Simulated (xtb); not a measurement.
**CH7AlSi2 (SMILES [CH2]1[AlH][SiH2][SiH2]1) at GFN2-xTB (GBSA acetone, surface grid vtight)**

We compute a geometry optimisation of CH7AlSi2. 

The results are computed with xtb 6.7.1 later snapshot.

1 further run of the same task is left out (set aside as unsound or not needed).

### Step 1. Starting point

CH7AlSi2 has 11 atoms, charge 0, and is taken as a singlet. SMILES: `[CH2]1[AlH][SiH2][SiH2]1`. Geometry: optimised at GFN2-xTB. The run starts from this shape.

Bond lengths: C1–Al2 2.006 Å, Al2–Si3 2.428 Å, C1–Si4 1.940 Å, Si3–Si4 2.374 Å, C1–H5 1.095 Å, C1–H6 1.095 Å, Al2–H7 1.578 Å, Si3–H8 1.480 Å, Si3–H9 1.480 Å, Si4–H10 1.471 Å, Si4–H11 1.471 Å. Some angles: C1–Al2–Si3 93.8°, Al2–C1–Si4 94.6°, Al2–Si3–Si4 74.3°, C1–Si4–Si3 97.3°, C1–Al2–H7 128.8°, Si3–Al2–H7 137.4°, Al2–C1–H5 117.6°, Al2–C1–H6 118.2°, Si4–C1–H5 110.5°, Si4–C1–H6 110.7°.

### Step 2. A geometry optimisation at GFN2-xTB (GBSA acetone, surface grid vtight)

The input, .CHRG:

```
0
```

The input, .UHF:

```
0
```

The input, input.inp:

```
$gbsa
   gbsagrid=vtight
$end
```

The input, struc.xyz:

```xyz
11
start
C     -0.15084     1.27724    -0.74311
Al     1.24003     0.94332     0.66376
Si     0.49421    -1.32654     1.09367
Si    -0.92958    -0.49500    -0.61485
H     -0.90564     2.04429    -0.53845
H      0.18528     1.47994    -1.76547
H      2.36230     1.91736     1.19487
H      1.19612    -2.56546     0.69053
H     -0.25886    -1.77683     2.28566
H     -0.86664    -1.13462    -1.93815
H     -2.36639    -0.36368    -0.32846
```

Started as:

```
$ xtb struc.xyz --input input.inp --gbsa acetone -o > xtb.out
```

Q: Predict the results. Wanted: total energy at the end; dipole moment; HOMO energy; LUMO energy; HOMO–LUMO gap; dispersion energy; solvent term in the energy; mean polarisability.

Computed results:

Level: GFN2-xTB (GBSA acetone, surface grid vtight).

| quantity | value |
| --- | --- |
| total energy at the end | -10.17377 Eh |
| dipole moment | 0.33 D |
| HOMO energy | -9.18 eV |
| LUMO energy | -6.31 eV |
| HOMO–LUMO gap | 2.87 eV |
| dispersion energy | -20.23 kJ/mol |
| solvent term in the energy | -20.4 kJ/mol |
| mean polarisability (D4 model) | 92.5 bohr³ |

**Reading.** At the final geometry: Bond lengths: C1–Al2 2.006 Å, Al2–Si3 2.427 Å, C1–Si4 1.939 Å, Si3–Si4 2.373 Å, C1–H5 1.095 Å, C1–H6 1.095 Å, Al2–H7 1.596 Å, Si3–H8 1.483 Å, Si3–H9 1.483 Å, Si4–H10 1.475 Å, Si4–H11 1.475 Å. Some angles: C1–Al2–Si3 94.2°, Al2–C1–Si4 94.1°, Al2–Si3–Si4 74.0°, C1–Si4–Si3 97.7°, C1–Al2–H7 128.1°, Si3–Al2–H7 137.8°, Al2–C1–H5 117.7°, Al2–C1–H6 118.3°, Si4–C1–H5 110.6°, Si4–C1–H6 110.8°. The optimisation took 5 steps and changed the energy by -0.002 eV.
